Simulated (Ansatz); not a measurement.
# CH₇ClOSi₂: small, medium and large basis sets

The task here is to estimate one member of a computed series from the others.

Program: Ansatz 0.2.0, Gaussian basis. Level of theory: one geometry, several basis sets. These are calculated values, not measurements.

The runs, in order: PBE0-D4/def2-SVP; ωB97M-V/def2-SVP; PBE0-D4/def2-QZVPP; ωB97M-V/def2-QZVPP; the functionals' def2-TZVPP values are taken from earlier runs.

## The geometry

All runs share one geometry, relaxed beforehand with PBE0-D4 in a triple-zeta def2 set.

SMILES `C[SiH2][SiH](O)Cl`, 12 atoms, charge 0, spin multiplicity 1.

Atoms are counted from 1 here; the program's logs count them from 0.

Bond lengths: C1–Si2 1.873 Å, C1–H6 1.092 Å, C1–H7 1.092 Å, C1–H8 1.092 Å, Si2–Si3 2.336 Å, Si2–H9 1.490 Å, Si2–H10 1.490 Å, Si3–O4 1.642 Å, Si3–Cl5 2.074 Å, Si3–H11 1.487 Å, O4–H12 0.959 Å. Angles: Si2–C1–H6 110.8°, Si2–C1–H7 110.4°, Si2–C1–H8 110.4°, H6–C1–H7 108.4°, H6–C1–H8 108.5°, H7–C1–H8 108.2°, C1–Si2–Si3 109.8°, C1–Si2–H9 111.3°, C1–Si2–H10 111.3°, Si3–Si2–H9 108.9°, Si3–Si2–H10 107.4°, H9–Si2–H10 107.9°, Si2–Si3–O4 107.3°, Si2–Si3–Cl5 108.2°, Si2–Si3–H11 116.2°, O4–Si3–Cl5 109.9°, O4–Si3–H11 110.8°, Cl5–Si3–H11 104.4° and more.

Set-up of the first run:

in.yaml reads:

```yaml
crystal:
  periodic: [false, false, false]
  atoms:
    - {symbol: C, position_ang: [-1.520926, -0.736321, -0.868351]}
    - {symbol: Si, position_ang: [-0.183091, -1.056376, 0.402119]}
    - {symbol: Si, position_ang: [1.108103, 0.868116, 0.695924]}
    - {symbol: O, position_ang: [1.780083, 1.233346, -0.757578]}
    - {symbol: Cl, position_ang: [-0.149347, 2.404416, 1.297576]}
    - {symbol: H, position_ang: [-2.148997, -1.619672, -1.001673]}
    - {symbol: H, position_ang: [-2.155339, 0.094117, -0.551811]}
    - {symbol: H, position_ang: [-1.077177, -0.478721, -1.832090]}
    - {symbol: H, position_ang: [0.706522, -2.175565, -0.017350]}
    - {symbol: H, position_ang: [-0.766936, -1.406175, 1.727082]}
    - {symbol: H, position_ang: [2.148646, 0.804417, 1.756680]}
    - {symbol: H, position_ang: [2.335558, 2.013216, -0.816629]}
basis:
  gaussian: {orbitals: def2-SVP}
hamiltonian: {xc: pbe0, dispersion: d4}
output: {orbitals: {seedname: orbitals}}
```

Run with:

```
$ ansatz run in.yaml --threads 4 --pin off --events-out ev --progress --plain --max-ram 10444MiB
```

Steps of the session up to this table: PBE0-D4 in def2-SVP; ωB97M-V in def2-SVP; PBE0-D4 in def2-QZVPP; ωB97M-V in def2-QZVPP.

One of the session's tables, all rows but one given; the rest of the session is left out.

```
functional       basis  HOMO (eV)  LUMO (eV)
   PBE0-D4    def2-SVP      -7.79       0.18
   PBE0-D4  def2-TZVPP      -7.88      -0.28
   PBE0-D4  def2-QZVPP      -7.90      -0.44
   ωB97M-V    def2-SVP      -9.81       2.01
   ωB97M-V  def2-TZVPP      -9.93       1.38
   ωB97M-V  def2-QZVPP          ?          ?
```

Q: Estimate the row for ωB97M-V, def2-QZVPP from the others.

The run gave: HOMO (eV): -9.96; LUMO (eV): 1.03. In the column «HOMO (eV)» it is the lowest.
